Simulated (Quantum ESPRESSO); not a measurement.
The system is SiTe6.

```
Si Te
1.0
     5.99508    0.00000    0.00000
     0.00000    5.99508    0.00000
     0.00000    0.00000    5.99508
Si Te
1 6
Direct
  0.00000 0.00000 0.00000
  0.19851 0.50000 0.50000
  0.50000 0.80149 0.50000
  0.50000 0.19851 0.50000
  0.80149 0.50000 0.50000
  0.50000 0.50000 0.19851
  0.50000 0.50000 0.80149
```

The cell was built by a generator and needn't be a form met in nature.

Base run:

```yaml
Program: Quantum ESPRESSO 7.5
Functional: PBE
Potentials_or_basis: SSSP 1.3 efficiency PBE
Cutoff: 748 eV
Density_cutoff: 5987 eV
k_mesh: 5 × 5 × 5
Occupations: fermi-dirac, width 0.05 eV
Spin: no spin polarisation
```

Its results: band gap on the k mesh none (metal or under the smearing width); pressure 54.7 GPa; largest force 7.610 eV/Å.

The run is repeated on the same cell with these changes: functional from PBE to LDA; occupations from fermi-dirac, width 0.05 eV to cold, width 0.2 eV. What comes out?

Band gap on the k mesh none (metal or under the smearing width); pressure 51.5 GPa; largest force 7.388 eV/Å.

Caveats: a pressure of tens of GPa on the cell as given is suspect, and the run, the potentials or the cell itself is likely at fault; forces of over 1 eV/Å show positions far from the minimum, so gaps and moduli don't describe the material at rest (some runs); the potentials were made for another functional, which shifts forces and pressure (some runs); some levels on the path didn't converge (some runs); spin-orbit coupling is left out, which moves the levels of the heavy elements (some runs).
